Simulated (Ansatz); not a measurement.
# TiAu: the cost of one run

Program: the Python package of Ansatz 0.2.0. Level of theory: DFT r2SCAN, plane waves, PAW. These are calculated values, not measurements.

**1. The system**

TiAu P4/nmm: The structure is tetragonal, space group P4/nmm (No. 129). The conventional cell has a = 3.322 Å, b = 3.322 Å, c = 6.103 Å, α = 90.00°, β = 90.00°, γ = 90.00°. Around Ti (site symmetry 4mm) lie 6 Au at 2.72 to 3.08 Å and 4 Ti at 2.87 Å. Around Au (site symmetry 4mm) lie 6 Ti at 2.72 to 3.08 Å and 4 Au at 2.90 Å.

Ti P6_3/mmc: It takes space group P6_3/mmc (No. 194, hexagonal). Conventional cell: a = 2.950 Å, b = 2.950 Å, c = 4.680 Å, α = 90.00°, β = 90.00°, γ = 120.00°. Around Ti (site symmetry -6m2) lie 12 Ti at 2.89 to 2.95 Å.

Au Fm-3m: The structure is cubic, space group Fm-3m (No. 225). Conventional cell: a = 4.070 Å, b = 4.070 Å, c = 4.070 Å, α = 90.00°, β = 90.00°, γ = 90.00°. Au (site symmetry m-3m) is surrounded by 12 Au at 2.88 Å.

The script holds or builds the structure itself.

**2. The script**

formation_tiau.py reads:

```python
"""Formation energy of TiAu from the elements, after relaxing cells and atoms."""

from collections import Counter
import warnings

import ansatz
import numpy as np

PHASES = {
    "TiAu": (
        [(3.32226, 0.0, 0.0), (0.0, 3.32226, 0.0), (0.0, 0.0, 6.10292)],
        [
            ("Ti", (0.0, 0.5, 0.8645)),
            ("Ti", (0.5, 0.0, 0.1355)),
            ("Au", (0.0, 0.5, 0.36034)),
            ("Au", (0.5, 0.0, 0.63966)),
        ],
    ),
    "Ti": (
        [(2.95, 0.0, 0.0), (-1.475, 2.55477, 0.0), (0.0, 0.0, 4.68)],
        [
            ("Ti", (1 / 3, 2 / 3, 0.25)),
            ("Ti", (2 / 3, 1 / 3, 0.75)),
        ],
    ),
    "Au": (
        [(0.0, 2.035, 2.035), (2.035, 0.0, 2.035), (2.035, 2.035, 0.0)],
        [
            ("Au", (0.0, 0.0, 0.0)),
        ],
    ),
}


def build(vectors, sites):
    crystal = ansatz.Crystal(lattice=ansatz.Lattice.of(vectors))
    for symbol, position in sites:
        crystal = crystal.atom(symbol, position)
    return crystal


def ground_state(name, crystal):
    calc = (
        crystal.calculation()
        .functional("r2scan")
        .basis(41 * ansatz.Ry)
        .kpoints(spacing=0.27)
        .occupations("cold", width=0.1)
        .stress()
    )
    calc = calc.relax(force_tolerance=0.02, max_steps=40, cell=True)
    return calc.run()


def counts(outcome):
    return Counter(site.symbol for site in outcome.lattice.sites)

def formation_energy(outcome, mu):
    n = counts(outcome)
    return (outcome.report["energy_sigma0_ev"] - sum(k * mu[element] for element, k in n.items())) / sum(n.values())


def volume_per_atom(outcome):
    return abs(np.linalg.det(outcome.lattice.cell_ang)) / len(outcome.lattice.sites)


def main() -> None:
    warnings.simplefilter("ignore", ansatz.DeckWarning)

    phases = {name: build(*cell) for name, cell in PHASES.items()}

    done = {name: ground_state(name, crystal) for name, crystal in phases.items()}

    # energy of one atom in its reference phase
    references = {"Ti": "Ti", "Au": "Au"}
    mu = {element: done[name].report["energy_sigma0_ev"] / len(done[name].lattice.sites) for element, name in references.items()}

    target = done["TiAu"]
    heat = formation_energy(target, mu)
    n = counts(target)
    print("cell content:", dict(n), " volume", round(volume_per_atom(target), 3), "A^3/atom")
    print("formation energy", round(heat, 4), "eV/atom,", round(heat * sum(n.values()), 4), "eV per cell")
    print("bound against the elements" if heat < 0 else "unbound against the elements")


if __name__ == "__main__":
    main()
```

**3. What the engine is handed**

The engine receives this input (first run):

```yaml
crystal:
  lattice:
    - [3.32226, 0.0, 0.0]
    - [0.0, 3.32226, 0.0]
    - [0.0, 0.0, 6.10292]
  atoms:
    - { symbol: Ti, position: [0.0, 0.5, 0.8645] }
    - { symbol: Ti, position: [0.5, 0.0, 0.1355] }
    - { symbol: Au, position: [0.0, 0.5, 0.36034] }
    - { symbol: Au, position: [0.5, 0.0, 0.63966] }
basis:
  ecutwfc: 557.833418042754
kpoints:
  mp_grid:
    kspacing: 0.27
hamiltonian:
  xc: r2scan
scf:
  occupations:
    method: cold
    width: 0.1
relax:
  f_tol: 0.02
  max_steps: 40
  cell: {}
output:
  stress: true
```

**4. Running it**

On the command line:

```
> python formation_tiau.py
```

What time and memory should one allow on 1 thread of Arm Neoverse V1, shared host?

About 100 s, with a peak of 0.67 GiB.
